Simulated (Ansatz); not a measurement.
TlPt:

```
CELL_PARAMETERS angstrom
5.60500 0.00000 0.00000
-2.80250 4.85407 0.00000
0.00000 0.00000 4.63900
ATOMIC_POSITIONS crystal
Tl 0.00000 0.50000 0.00000
Tl 0.50000 0.50000 0.00000
Tl 0.50000 0.00000 0.00000
Pt 0.66667 0.33333 0.50000
Pt 0.33333 0.66667 0.50000
Pt 0.00000 0.00000 0.00000
```

- Program: Ansatz 0.2.0
- Task: single point
- Functional: PBEsol
- Potentials or basis: Ansatz PAW
- Cutoff: 420 eV (not typed: the program's choice for these potentials)
- k mesh: 6 × 6 × 6
- Occupations: fermi-dirac, width 0.05 eV
- Spin: no spin polarisation

On this cell: pressure 6.9 GPa; largest force under 0.003 eV/Å; band gap on the k mesh none (metal or under the smearing width).

The same run follows on a disturbed copy (atoms moved at random, drawn with an rms of 0.05 Å):

```
Tl Pt
1.0
     5.60500    0.00000    0.00000
    -2.80250    4.85407    0.00000
     0.00000    0.00000    4.63900
Tl Pt
3 3
Direct
  0.00923 0.49897 0.99591
  0.50199 0.49915 0.00667
  0.50318 0.99775 0.99762
  0.66099 0.33096 0.49154
  0.33235 0.66766 0.50009
  0.00748 0.00630 0.00034
```

Problem. What does the disturbed cell give?

Solution. The energy (extrapolated to zero smearing) moves by +5.8 meV/atom; pressure 7.1 GPa; largest force 0.858 eV/Å; band gap on the k mesh none (metal or under the smearing width).

Forces on the atoms (eV/Å):
```
Tl  -0.849 -0.113 -0.056
Tl   0.564  0.137 -0.223
Tl   0.088  0.322 -0.099
Pt   0.094 -0.003  0.333
Pt   0.070  0.032  0.054
Pt   0.033 -0.375 -0.009
```

Stress tensor (GPa, compression positive):
```
11.58 -0.05  0.09
-0.05 11.63 -0.04
 0.09 -0.04 -1.79
```

Caveats: the PAW data sets come from PBE, with cores solved anew for the run's functional, which leaves a small shift of forces and pressure.
